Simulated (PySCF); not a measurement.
# As3PS2Se (PAs3SSSe nortricyclane): the cost of one run

Programs: PySCF 2.14.0, with density-fitted response routines of our own. Each step states its level of theory. These are calculated values for one molecule in the gas phase, unless marked as measured. Atoms are numbered from 0 throughout.

## (1) The molecule as given

7 atoms, charge 0, multiplicity 1; geometry from: GFN2-xTB. The atoms were then displaced at random by about 0.03 Å, so the start is not that level's minimum.

Bonds of the start (Å): P0–S1 2.19, P0–S4 2.11, P0–Se6 2.20, S1–As2 2.27, As2–As3 2.61, As2–As5 2.50, As3–S4 2.18, As3–As5 2.52, As5–Se6 2.41.

## (2) Optimising the geometry at PBE0-D3(BJ)/def2-SVP

What the job is given:

```
{"job": {"xc": "PBE0", "basis": "def2-SVP", "d3": "d3bj", "grid": 1, "maxiter": 40, "shake": 0.03, "kind": "geom"}, "charge": 0, "multiplicity": 1}
P      0.702050     1.191560     1.090040
S     -1.359940     1.493180     0.403050
As    -1.807640    -0.258650    -0.975460
As     0.623560    -0.651680    -1.829110
S      1.654090     0.947120    -0.771760
As    -0.342010    -1.992230     0.068190
Se     0.621750    -0.831310     1.946500
```

Command:

```
> OMP_NUM_THREADS=1 python probes_run.py task.json out
```

The driver reads the jobs from task.json and runs them one after another.

**Question.** How long does this first job take on 1 thread of Arm Neoverse V2, shared host, and how much memory does it need?

About 2.8 min, with a peak of 1.2 GiB.
